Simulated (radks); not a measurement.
# Sn in [Kr] 4d10 5s2 5p2: an all-electron calculation

An exercise on one series of results from a longer session: the logs are not shown, and one member is left open.

Program: radks (a radial shooting solver on a logarithmic mesh, Libxc functionals) version 1. Level of theory: scalar-relativistic Kohn-Sham, revPBE, spin-unpolarised, spherical densities, finite nucleus. These are calculated values, not measurements, unless marked.

## What is computed

```
element            : tin (Z = 50)
charge             : 0
electrons          : 50
configuration      : [Kr] 4d10 5s2 5p2
nuclear rms radius : 4.6519 fm
```

Outer shells as boxes (Hund's rule):

Sn
```
[Kr] core
4d [↑↓][↑↓][↑↓][↑↓][↑↓]
5s [↑↓]
5p [↑ ][↑ ][  ]
```

Set-up of the first run:

The run's settings:

```text
Z 50
configuration [Kr] 4d10 5s2 5p2 6s0 4f0
relativity scalar-relativistic
functional pbe_r,pbe
spin unpolarised
nucleus finite rms 4.6519 fm
c 137.035999084
```

Launch:

```
$ python run_ks.py task.json out
```

All runs below come from this command, one after another.

One table of the session follows, with a row left open; its other results are not shown here.

It belongs to the step «Orbitals and density». Sizes of the orbitals, from the radial functions (bohr):

| level | <r> | outermost maximum (interpolated) | 90 % within | nodes |
| --- | --- | --- | --- | --- |
| 1s | 0.02905 | 0.0188 | 0.0522 | 0 |
| 2s | ? | ? | ? | ? |
| 2p | 0.1096 | 0.0849 | 0.178 | 0 |
| 3s | 0.3393 | 0.308 | 0.499 | 2 |
| 3p | 0.3377 | 0.301 | 0.507 | 1 |
| 3d | 0.3146 | 0.251 | 0.496 | 0 |
| 4s | 0.8187 | 0.746 | 1.18 | 3 |
| 4p | 0.8859 | 0.789 | 1.30 | 2 |
| 4d | 1.099 | 0.887 | 1.71 | 1 |
| 5s | 2.399 | 2.02 | 3.57 | 4 |
| 5p | 3.255 | 2.57 | 5.03 | 3 |

Estimate the missing values for 2s.

**Answer.** <r>: 0.1255; outermost maximum (interpolated): 0.106; 90 % within: 0.194; nodes: 1. In the column «<r>» it lies between 2p (0.1096) and 3d (0.3146).

To keep in mind: Spin polarisation and multiplet splitting are left out.
